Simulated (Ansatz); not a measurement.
# CuNiF4: the cost of one run

Program: Ansatz 0.2.0. Level of theory: DFT PBE, scalar-relativistic, plane waves, PAW. These are calculated values, not measurements.

The COD entry's cell or inner coordinates are ideal or old and differ from later refinements, so a difference from it is no clean test against experiment.

**1. The structure to begin with**

The structure is cubic, space group F-43m (No. 216). The conventional cell has a = 6.260 Å, b = 6.260 Å, c = 6.260 Å, α = 90.00°, β = 90.00°, γ = 90.00°. Cu (site symmetry -43m) is surrounded by 12 F at 2.60 Å and 4 Ni at 2.71 Å. Ni (site symmetry -43m) has 12 F at 2.60 Å and 4 Cu at 2.71 Å in its first shell of neighbours. F (site symmetry 3m) has 6 F at 2.21 Å and 3 Ni at 2.60 Å and 3 Cu at 2.60 Å in its first shell of neighbours.

Coordinates:

```
Cu Ni F
1.0
     0.00000    3.13014    3.13014
     3.13014    0.00000    3.13014
     3.13014    3.13014    0.00000
Cu Ni F
1 1 4
Direct
  0.00000 0.00000 0.00000
  0.75000 0.75000 0.75000
  0.37500 0.87500 0.37500
  0.37500 0.37500 0.87500
  0.37500 0.37500 0.37500
  0.87500 0.37500 0.37500
```

(A quick probe on a coarse mesh, which set the mesh and smearing, is not shown.)

**3. Coarse relaxation**

The input, input.yaml:

```yaml
crystal:
  lattice:
    - [0.0, 3.1301369451, 3.1301369451]
    - [3.1301369451, 0.0, 3.1301369451]
    - [3.1301369451, 3.1301369451, 0.0]
  atoms:
    - { symbol: Cu, position: [0.0, 0.0, 0.0], spin: 0.15 }
    - { symbol: Ni, position: [0.75, 0.75, 0.75], spin: 1.54 }
    - { symbol: F, position: [0.375, 0.875, 0.375], spin: 0.44 }
    - { symbol: F, position: [0.375, 0.375, 0.875], spin: 0.44 }
    - { symbol: F, position: [0.375, 0.375, 0.375], spin: 0.44 }
    - { symbol: F, position: [0.875, 0.375, 0.375], spin: 0.44 }
basis:
  ecutwfc: 420
kpoints:
  mp_grid: { grid: [6, 6, 6] }
hamiltonian:
  xc: pbe
scf:
  occupations: { method: gaussian, width: 0.1 }
  lower_state_search: "off"
output:
  forces: true
  stress: true
  eigenvalues: true
  populations: true
magnetization:
  spin_polarized: true
relax:
  adjacent_minimum: "off"
  f_tol: 0.04
  max_steps: 70
  cell: { stress_tol: 0.4 }
```

Launch:

```console
$ ansatz run input.yaml --threads 1 --pin off --max-ram 2560MiB --backend cpu --events-out ev --progress --plain --runs-dir out
```

**Question.** How long does this run take on 1 thread of Arm Neoverse V1, shared host, and how much memory does it need?

About 84 s, with a peak of 0.37 GiB.
